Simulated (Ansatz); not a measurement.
# Se: the cost of one run

Method: DFT PBEsol, scalar-relativistic, plane waves, PAW, in Ansatz 0.2.0.

1 further run of the same task is left out (it didn't finish).

## Step 1: The system as given

It takes space group Im-3m (No. 229, cubic). Conventional cell: a = 3.407 Å, b = 3.407 Å, c = 3.407 Å, α = 90.00°, β = 90.00°, γ = 90.00°. Se (site symmetry m-3m) is surrounded by 8 Se at 2.95 Å.

Structure file:

```
Se
1.0
    -1.70345    1.70345    1.70345
     1.70345   -1.70345    1.70345
     1.70345    1.70345   -1.70345
Se
1
Direct
  0.00000 0.00000 0.00000
```

The structure comes from the Materials Project (structure only).

## Step 2: A distortion that keeps the symmetry

The change: strain xx, yy, zz, yz, xz, xy = +2.6, +2.6, +2.6, +0.0, +0.0, +0.0 %.

Input file input.yaml:

```yaml
crystal:
  lattice:
    - [-1.7478575203, 1.7478575203, 1.7478575203]
    - [1.7478575203, -1.7478575203, 1.7478575203]
    - [1.7478575203, 1.7478575203, -1.7478575203]
  atoms:
    - { symbol: Se, position: [0.0, 0.0, 0.0] }
basis:
  ecutwfc: 420
kpoints:
  mp_grid: { grid: [18, 18, 18] }
hamiltonian:
  xc: pbesol
scf:
  occupations: { method: gaussian, width: 0.1 }
output:
  forces: true
  stress: true
  eigenvalues: true
  write_density: true
  write_potential: true
  elf: true
  volumetric_format: npy
```

Started as:

```sh
$ ansatz run input.yaml --threads 1 --pin off --max-ram 1331MiB --backend cpu --events-out ev --progress --plain --runs-dir out
```

**Question.** How long does this run take on 1 thread of an x86-64 CPU, shared host, and how much memory does it need?

About 9 s, with a peak of 0.34 GiB.
